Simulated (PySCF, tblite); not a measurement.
**C3H8Cl2Ga2: geometry, infrared bands and NMR shifts**

What infrared bands and NMR shifts should C3H8Cl2Ga2 (`C=[C](C)[GaH-]1[Cl+][GaH2-][Cl+]1`) show?

Computed with tblite 0.8.0 and PySCF 2.14.0, with density-fitted response routines of our own, on a single molecule in the gas phase. Atoms are numbered from 0 throughout.

## (1) The starting structure

15 atoms, charge 0, multiplicity 1; geometry from: force field or distance geometry start.

Bonds of the start (Å): C0–C1 1.33, C1–C2 1.49, C1–Ga3 1.98, Ga3–Cl4 2.20, Cl4–Ga5 2.20, Ga5–Cl6 2.18, Cl6–Ga3 2.21, C0–H7 1.09, C0–H8 1.09, C2–H9 1.09, C2–H10 1.13, C2–H11 1.09, Ga3–H12 1.65, Ga5–H13 1.62, Ga5–H14 1.61.

## (2) Relaxing the molecule with GFN2-xTB

What the job is given:

```
{"job": {"kind": "relax", "xc": "GFN2-xTB", "basis": "xTB"}, "charge": 0, "multiplicity": 1}
C     -2.330400    -0.911400     0.115400
C     -1.274900    -0.107900     0.048300
C     -1.447700     1.145400    -0.744700
Ga     0.435900    -0.532100     0.946400
Cl     1.873700     1.116100     0.756800
Ga     3.076400    -0.034300    -0.678100
Cl     1.834200    -1.767800    -0.239900
H     -3.229400    -0.587700    -0.404100
H     -2.261300    -1.835100     0.683000
H     -2.114200     0.913300    -1.579800
H     -1.900600     1.868000    -0.004200
H     -0.448000     1.443600    -1.044300
H      0.235900    -1.046000     2.498400
H      4.611100    -0.118800    -0.180600
H      2.935100     0.462900    -2.205800
```

Launch:

```bash
> OMP_NUM_THREADS=1 python probes_run.py task.json out
```

This one command runs all jobs of the session in turn.

Log:

```text
step      E/eV     max force
  0    -601.29440    1.637
  1    -601.44304    1.220
  2    -601.62722    0.917
  3    -601.65508    0.635
  4    -601.67968    0.477
  5    -601.71261    0.589
  6    -601.73705    0.464
  7    -601.74877    0.264
  8    -601.75554    0.246
  9    -601.76242    0.235
 10    -601.77232    0.295
 11    -601.78172    0.272
 12    -601.78783    0.169
 13    -601.79160    0.123
 14    -601.79468    0.166
 15    -601.79742    0.155
 16    -601.79949    0.112
 17    -601.80083    0.082
 18    -601.80213    0.153
 19    -601.80391    0.199
 20    -601.80595    0.163
 21    -601.80753    0.083
 22    -601.80853    0.075
 23    -601.80942    0.107
 24    -601.81065    0.133
 25    -601.81228    0.128
 26    -601.81401    0.146
 27    -601.81557    0.125
 28    -601.81708    0.142
 29    -601.81885    0.137
 30    -601.82092    0.172
 31    -601.82281    0.146
 32    -601.82440    0.102
 33    -601.82579    0.120
 34    -601.82698    0.110
 35    -601.82818    0.114
 36    -601.82938    0.101
 37    -601.83056    0.100
 38    -601.83186    0.124
 39    -601.83326    0.129
 40    -601.83452    0.096
 41    -601.83556    0.085
 42    -601.83651    0.099
 43    -601.83739    0.133
 44    -601.83821    0.127
 45    -601.83885    0.078
 46    -601.83930    0.058
 47    -601.83964    0.079
 48    -601.84017    0.091
 49    -601.84079    0.070
 50    -601.84196    0.059
 51    -601.84238    0.064
 52    -601.84314    0.070
 53    -601.84368    0.059
 54    -601.84424    0.060
 55    -601.84457    0.036
 56    -601.84481    0.036
 57    -601.84507    0.051
 58    -601.84551    0.085
 59    -601.84631    0.120
 60    -601.84754    0.129
 61    -601.84888    0.089
 62    -601.84967    0.117
 63    -601.85021    0.083
 64    -601.85076    0.060
 65    -601.85136    0.042
 66    -601.85184    0.043
 67    -601.85237    0.054
 68    -601.85282    0.056
 69    -601.85341    0.053
 70    -601.85420    0.054
 71    -601.85525    0.095
 72    -601.85643    0.127
 73    -601.85759    0.121
 74    -601.85863    0.096
 75    -601.85951    0.089
 76    -601.86002    0.080
 77    -601.86088    0.116
 78    -601.86150    0.071
 79    -601.86236    0.065
 80    -601.86290    0.063
 81    -601.86396    0.067
 82    -601.86503    0.097
 83    -601.86592    0.087
 84    -601.86673    0.119
 85    -601.86761    0.066
 86    -601.86823    0.053
 87    -601.86842    0.039
 88    -601.86869    0.034
 89    -601.86904    0.029
 90    -601.86941    0.033
 91    -601.86967    0.038
 92    -601.86989    0.042
 93    -601.87024    0.053
 94    -601.87061    0.045
 95    -601.87093    0.053
 96    -601.87112    0.040
 97    -601.87126    0.030
 98    -601.87141    0.029
 99    -601.87168    0.031
100    -601.87191    0.039
101    -601.87220    0.039
102    -601.87248    0.041
103    -601.87283    0.046
104    -601.87327    0.050
105    -601.87383    0.061
106    -601.87440    0.049
107    -601.87486    0.051
108    -601.87521    0.044
109    -601.87549    0.036
110    -601.87575    0.047
111    -601.87601    0.037
112    -601.87630    0.034
113    -601.87657    0.049
114    -601.87692    0.050
115    -601.87723    0.046
116    -601.87751    0.041
117    -601.87768    0.024
118    -601.87778    0.021
119    -601.87782    0.021
120    -601.87786    0.015
121    -601.87789    0.013
122    -601.87793    0.016
123    -601.87796    0.021
124    -601.87800    0.024
125    -601.87806    0.022
126    -601.87815    0.023
127    -601.87826    0.023
128    -601.87834    0.024
129    -601.87840    0.026
130    -601.87846    0.021
131    -601.87852    0.020
132    -601.87857    0.014
133    -601.87860    0.011
134    -601.87863    0.013
135    -601.87867    0.013
136    -601.87870    0.010
137    -601.87872    0.010
138    -601.87874    0.009
```

Run time: 1.2 s. Hardware: 1 thread of Arm Neoverse V1, shared host.

Relaxation path: (not every step is listed)

```csv
step,energy from step 0 (eV),largest force (eV/Å)
0,0.0000,1.6374
1,-0.1486,1.2199
2,-0.3328,0.9175
3,-0.3607,0.6351
4,-0.3853,0.4773
5,-0.4182,0.5893
6,-0.4426,0.4642
7,-0.4544,0.2641
8,-0.4611,0.2464
20,-0.5116,0.1634
32,-0.5300,0.1024
44,-0.5438,0.1267
56,-0.5504,0.0359
68,-0.5584,0.0563
80,-0.5685,0.0627
92,-0.5755,0.0421
104,-0.5789,0.0501
116,-0.5831,0.0409
128,-0.5839,0.0239
133,-0.5842,0.0114
134,-0.5842,0.0133
135,-0.5843,0.0129
136,-0.5843,0.0103
137,-0.5843,0.0103
138,-0.5843,0.0095
```

Distances of close pairs at the start and the end, largest changes first:

```csv
bond,before (Å),after (Å),change (Å)
Ga3–Cl4,2.195,2.325,+0.129
Ga3–Cl6,2.211,2.340,+0.128
Ga3–H12,1.647,1.564,-0.083
Ga5–Cl6,2.177,2.259,+0.082
Cl4–Ga5,2.197,2.267,+0.069
Ga5–H13,1.616,1.548,-0.067
Ga5–H14,1.613,1.551,-0.061
C2–H10,1.129,1.093,-0.036
```

The end geometry stands in the next job.

## (3) Harmonic vibrations with GFN2-xTB

What the job is given:

```
{"job": {"kind": "ir", "xc": "GFN2-xTB", "basis": "xTB"}, "charge": 0, "multiplicity": 1}
C     -2.523063    -0.708057     0.403046
C     -1.355246    -0.172864     0.060588
C     -1.216398     0.859666    -1.022405
Ga     0.333154    -0.766515     0.982128
Cl     1.806105     1.017820     1.208084
Ga     3.018494     0.325292    -0.577341
Cl     1.828224    -1.594794    -0.615429
H     -3.453200    -0.436591    -0.079606
H     -2.586353    -1.443511     1.195610
H     -2.136995     0.979267    -1.591057
H     -0.950479     1.821643    -0.575639
H     -0.406299     0.579461    -1.705694
H      0.495698    -1.692282     2.232734
H      4.475505     0.041637    -0.137432
H      2.666440     1.197818    -1.810810
```

Log:

```text
mode    cm-1     km/mol
  1      26.3      0.12
  2      31.0      0.39
  3      64.0      0.11
  4      90.4      2.02
  5     106.4      0.38
  6     129.5      0.41
  7     176.9      0.86
  8     197.9      5.93
  9     239.5     69.85
 10     243.2     55.21
 11     278.1     24.99
 12     289.2      4.79
 13     316.3     10.73
 14     378.2      0.22
 15     410.7     60.08
 16     441.3     69.15
 17     506.2      9.40
 18     512.3    215.48
 19     531.2    455.07
 20     677.7    358.81
 21     680.3     21.25
 22     895.6     33.90
 23     941.2      6.94
 24     991.4     12.52
 25    1026.9      1.00
 26    1162.9     14.15
 27    1381.3     12.24
 28    1397.1      1.76
 29    1457.7     10.77
 30    1458.7      9.24
 31    1609.0    271.02
 32    1664.0     63.27
 33    1696.1    246.11
 34    1714.8    361.32
 35    2922.9     29.71
 36    2961.1     16.28
 37    3017.2     32.46
 38    3020.3     20.01
 39    3049.2     51.43
```

It took 0.68 s on 1 thread of Arm Neoverse V1, shared host.

Which atoms move in the most intense modes:

```csv
cm⁻¹,km/mol,atoms
240,69.8,"Cl6 34 %, Cl4 28 %, Ga3 17 %, Ga5 15 %"
441,69.2,H12 86 %
512,215.5,H12 93 %
531,455.1,"H14 46 %, H13 43 %"
678,358.8,"H13 48 %, H14 47 %"
1609,271.0,H12 83 %
1696,246.1,H14 96 %
1715,361.3,H13 96 %
```

## (4) Nuclear shieldings: PBE0/pcSseg-1

The job, as its differences from that of step 3:

```diff
@@ -1,2 +1,2 @@
-{"job": {"kind": "ir", "xc": "GFN2-xTB", "basis": "xTB"}, "charge": 0, "multiplicity": 1}
+{"job": {"kind": "nmr", "xc": "PBE0", "basis": "pcSseg-1"}, "charge": 0, "multiplicity": 1}
 C     -2.523063    -0.708057     0.403046
```

With the program's defaults for keys left out, this is: GIAO PBE0/pcSseg-1 NMR shielding, non-relativistic, gas phase.

Log:

```text
coarse grid: 62784 points
cycle   1  E = -4887.7468809050  dE = -5.217e-01  |g| = 1.403e+00  |ddm| = 3.746e+00
cycle   2  E = -4887.6291034490  dE =  1.178e-01  |g| = 1.667e+00  |ddm| = 1.670e+00
cycle   3  E = -4887.9171044319  dE = -2.880e-01  |g| = 9.768e-02  |ddm| = 1.073e+00
cycle   4  E = -4887.9183523749  dE = -1.248e-03  |g| = 3.523e-02  |ddm| = 1.094e-01
cycle   5  E = -4887.9186146784  dE = -2.623e-04  |g| = 6.439e-03  |ddm| = 3.596e-02
cycle   6  E = -4887.9186200774  dE = -5.399e-06  |g| = 2.109e-03  |ddm| = 5.616e-03
final grid: 126672 points
cycle   7  E = -4887.9187188188  dE =  2.776e-07  |g| = 2.638e-03  |ddm| = 3.863e-03
cycle   8  E = -4887.9187175287  dE =  1.290e-06  |g| = 3.773e-03  |ddm| = 4.131e-03
cycle   9  E = -4887.9187198922  dE = -2.364e-06  |g| = 4.710e-04  |ddm| = 2.595e-03
cycle  10  E = -4887.9187199491  dE = -5.689e-08  |g| = 7.447e-05  |ddm| = 4.683e-04
cycle  11  E = -4887.9187199500  dE = -9.113e-10  |g| = 4.885e-06  |ddm| = 5.039e-05
converged SCF energy = -4887.9187199500

GIAO shielding tensors (ppm)
atom      isotropic    diamagn.    paramagn.     s11        s22        s33       span
  0 C       52.888     252.382    -199.493    -62.102     73.997    146.769    208.871
  1 C       22.935     264.740    -241.805    -83.570     -4.682    157.056    240.625
  2 C      158.951     247.707     -88.756    145.449    147.960    183.443     37.994
  3 Ga    1469.223    2637.345   -1168.122   1308.673   1335.780   1763.218    454.545
  4 Cl     939.123    1150.577    -211.454    755.037    997.312   1065.019    309.982
  5 Ga    1429.660    2636.259   -1206.600   1278.543   1345.138   1665.298    386.755
  6 Cl     936.938    1150.377    -213.439    750.666    990.850   1069.298    318.632
  7 H       25.358      30.062      -4.704     22.036     24.582     29.456      7.421
  8 H       25.990      30.603      -4.614     22.148     23.537     32.285     10.137
  9 H       29.586      30.243      -0.657     25.605     27.587     35.566      9.961
 10 H       29.128      30.302      -1.173     24.703     29.126     33.556      8.853
 11 H       28.999      31.007      -2.008     23.669     31.075     32.252      8.583
 12 H       26.022      27.843      -1.821     19.706     20.590     37.770     18.064
 13 H       26.360      27.230      -0.870     20.302     20.338     38.439     18.137
 14 H       26.196      27.647      -1.451     19.886     21.378     37.323     17.437
```

It took 55 s on 1 thread of Arm Neoverse V1, shared host; peak memory 1.1 GiB.

The references, computed at this level on geometries of the same kind, shield at (ppm): ¹H TMS 31.72, ¹³C TMS 186.9, ³⁵Cl HCl 950. Their shielding less the atom's gives the shift. The references are single molecules in the gas phase. Atoms listed in one row are averaged.

```csv
atoms,environment,σ (ppm),δ (ppm)
C1,fully substituted alkene carbon,22.9,164.0
C0,terminal =CH2 carbon,52.9,134.0
C2,allylic methyl carbon,159.0,28.0
H7,hydrogen on a terminal =CH2 carbon,25.36,6.36
H8,hydrogen on a terminal =CH2 carbon,25.99,5.73
H12,"hydrogen on a Ga bonded to C, 2 Cl, in a 4-membered ring",26.02,5.69
H14,"hydrogen on a Ga bonded to 2 Cl, in a 4-membered ring",26.20,5.52
H13,"hydrogen on a Ga bonded to 2 Cl, in a 4-membered ring",26.36,5.36
"H9, H10, H11",hydrogen on an allylic methyl carbon,29.24,2.48
Ga5,"Ga bonded to 2 Cl, 2 H, in a 4-membered ring",1430,–
Ga3,"Ga bonded to C, 2 Cl, H, in a 4-membered ring",1469,–
"Cl4, Cl6","chlorine bonded to 2 Ga, in a 4-membered ring",938,12
```

The run also stored atomic charges by several schemes (e):

```csv
atoms,Mulliken,IAO,Hirshfeld,ESP fit
C0,-0.10,-0.30,-0.11,-0.59
C1,-0.69,-0.22,-0.11,0.17
C2,-0.20,-0.41,-0.13,-0.45
Ga3,0.83,0.56,0.36,0.46
"Cl4, Cl6",-0.38,-0.21,-0.08,-0.22
Ga5,0.54,0.45,0.31,0.60
```

Mayer bond orders: C0–C1 1.97, C1–C2 1.04, C1–Ga3 0.74, Ga3–Cl4 0.48, Cl4–Ga5 0.49, Ga5–Cl6 0.51, Cl6–Ga3 0.47.

## (5) What came out

| quantity | value |
| --- | --- |
| strongest single infrared mode (GFN2-xTB) | 531 cm⁻¹, 455 km/mol |
| zero-point energy (GFN2-xTB) | 55.3 kcal/mol |
| ¹³C shifts against TMS (PBE0/pcSseg-1) | 164.0, 134.0, 28.0 ppm |
| ¹H shifts against TMS (PBE0/pcSseg-1, means over atoms taken as alike) | 6.36, 5.73, 5.69, 5.52, 5.36, 2.48 ppm |
| ³⁵Cl shifts against HCl (PBE0/pcSseg-1, means over atoms taken as alike) | 12 ppm |
| shieldings of Ga (PBE0/pcSseg-1) | Ga5 1429.7, Ga3 1469.2 ppm |

In words: Over 138 steps the energy fell by 0.584 eV; of the close pairs, Ga3–Cl4 changed most, 2.195 to 2.325 Å. No mode is imaginary among the 39: a minimum at this level. The strongest single mode, at 531 cm⁻¹, moves mainly H14 and H13. GFN2-xTB is a fitted tight-binding method: band positions and strengths are rough. Its intensities can rank the bands wrongly. C1 (fully substituted alkene carbon) lies farthest downfield among carbon, at 164.0 ppm; an sp2 carbon of a C=C bond. At PBE0/pcSseg-1: Shielding is most anisotropic at Ga3 (span 455 ppm, paramagnetic term -1168 ppm). Spin-orbit coupling is left out, which matters for shieldings and couplings at and beside the heavy atoms.
